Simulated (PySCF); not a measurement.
# C2H11AsSSi2: the cost of one run

The runs use PySCF 2.14.0, with density-fitted response routines of our own; the level of theory stands in each step. All values are computed, except where a source is named. Atoms count from 0, in the outputs and in this text.

**1. The starting structure**

17 atoms, charge 0, multiplicity 1; geometry from: GFN2-xTB. The atoms were then displaced at random by about 0.01 Å, so the start is not that level's minimum.

Bonds of the start (Å): C0–S1 1.79, S1–Si2 2.18, Si2–C3 1.89, Si2–As4 2.33, As4–Si5 2.33, C0–H6 1.08, C0–H7 1.11, C0–H8 1.12, Si2–H9 1.46, C3–H10 1.12, C3–H11 1.06, C3–H12 1.07, As4–H13 1.50, Si5–H14 1.47, Si5–H15 1.47, Si5–H16 1.48.

**2. Optimising the geometry at PBE0-D3(BJ)/def2-SVP**

Job settings and geometry (Å):

```
{"job": {"xc": "PBE0", "basis": "def2-SVP", "d3": "d3bj", "grid": 1, "shake": 0.01, "kind": "geom"}, "charge": 0, "multiplicity": 1}
C      2.099320     1.318620     0.606830
S      2.341050    -0.334920    -0.047240
Si     0.267810    -0.862830    -0.465300
C      0.278980    -2.754040    -0.551070
As    -1.119230    -0.106060     1.242720
Si    -1.974150     1.778650     0.172130
H      3.062580     1.747010     0.856520
H      1.623140     1.967510    -0.162400
H      1.454470     1.302290     1.517330
H      0.028640    -0.319920    -1.798570
H     -0.744490    -3.087850    -0.868640
H      0.991020    -3.144180    -1.233140
H      0.409960    -3.188270     0.417360
H     -2.246690    -0.975090     0.765290
H     -2.321900     1.545510    -1.236040
H     -3.180330     2.247260     0.875330
H     -0.986690     2.878150     0.217980
```

Started as:

```sh
$ OMP_NUM_THREADS=1 python probes_run.py task.json out
```

The driver reads the jobs from task.json and runs them one after another.

**Question.** How long does this first job take on 1 thread of Arm Neoverse V2, shared host, and how much memory does it need?

About 2 min, with a peak of 0.91 GiB.
